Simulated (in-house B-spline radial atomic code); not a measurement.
# Ho⁶⁴⁺: excited configurations

Wanted: excitation energies of Ho⁶⁴⁺ as differences of total energies (ΔSCF).

Method: Dirac-Hartree-Fock, average of configuration, Fermi nucleus, basis-set limit. Code: in-house B-spline radial atomic code version 1.

### 1 The system

* element: holmium (Z = 67)
* charge: +64
* electrons: 3
* configuration: [He] 2s1
* Hamiltonian: Dirac-Coulomb
* nucleus: Fermi, rms radius 5.202 fm

The outer shells:

[He] 2s1
```
[He] core
2s [↑ ]
```

The boxes draw the filling by Hund's rule, which heavy ions in jj coupling don't follow; these runs average over all states of the configuration.

The run's settings:

```ini
Z = 67
electrons = 3.0
configuration = [He] 2s1
hamiltonian = dirac
method = hf
spin_polarised = False
nucleus = fermi
rms_radius = 5.2022
mass_number = 165
atomic_mass = 164.930329116
speed_of_light = 137.035999084
```

The reference is known from an earlier run: -5327.549790 hartree in all. Up to eight levels, counted from the top:

```
orbital  occupation  energy (eV)  <r> (bohr)
  1s1/2           2     -63575.6     0.02063
  2s1/2           1     -15770.8     0.08309
```

### 2 Configuration [He] 5p1

The run's settings:

```ini
Z = 67
electrons = 3.0
configuration = [He] 5p1
hamiltonian = dirac
method = hf
spin_polarised = False
nucleus = fermi
rms_radius = 5.2022
mass_number = 165
atomic_mass = 164.930329116
speed_of_light = 137.035999084
```

### 3 Run with [He] 6s1

The settings differ from step 2 so:

```diff
@@ -2,3 +2,3 @@
 electrons = 3.0
-configuration = [He] 5p1
+configuration = [He] 6s1
 hamiltonian = dirac
```

### 4 [He] 4d1

The settings differ from step 3 so:

```diff
@@ -2,3 +2,3 @@
 electrons = 3.0
-configuration = [He] 6s1
+configuration = [He] 4d1
 hamiltonian = dirac
```

### 5 [He] 6f1

The settings differ from step 4 so:

```diff
@@ -2,3 +2,3 @@
 electrons = 3.0
-configuration = [He] 4d1
+configuration = [He] 6f1
 hamiltonian = dirac
```

### 6 Configuration [He] 5f1

The settings differ from step 5 so:

```diff
@@ -2,3 +2,3 @@
 electrons = 3.0
-configuration = [He] 6f1
+configuration = [He] 5f1
 hamiltonian = dirac
```

Q: How far above the reference does each configuration lie (order and size, in eV)?

**Answer**, as computed:

| net move | configuration | energy above the reference (eV) | with Breit, QED, recoil (eV) | largest <r> (bohr) |
| --- | --- | --- | --- | --- |
| 2s → 4d | [He] 4d1 | 12133.7 | 12108.4 | 0.319 |
| 2s → 5p | [He] 5p1 | 13410.1 | 13385.6 | 0.550 |
| 2s → 5f | [He] 5f1 | 13457.2 | 13431.8 | 0.481 |
| 2s → 6s | [He] 6s1 | 14108.0 | 14083.5 | 0.797 |
| 2s → 6f | [He] 6f1 | 14164.2 | 14138.9 | 0.734 |

Quantum defects of the promoted electron, δ = n − ζ/√(−2ε) with ζ = 65 and ε its orbital energy in hartree:

| promotion | δ |
| --- | --- |
| 2s → 4d | 0.024 |
| 2s → 5p | 0.065 |
| 2s → 5f | 0.015 |
| 2s → 6s | 0.120 |
| 2s → 6f | 0.018 |

What this shows: At the bottom stands 2s → 4d (12133.7 eV), at the top 2s → 6f (14164.2 eV). Of those tabulated, the defect is largest for 6s (0.12) and least for 5f (0.02); at this charge much of the defect is relativistic. These are averages over configurations, without correlation, not spectroscopic levels.
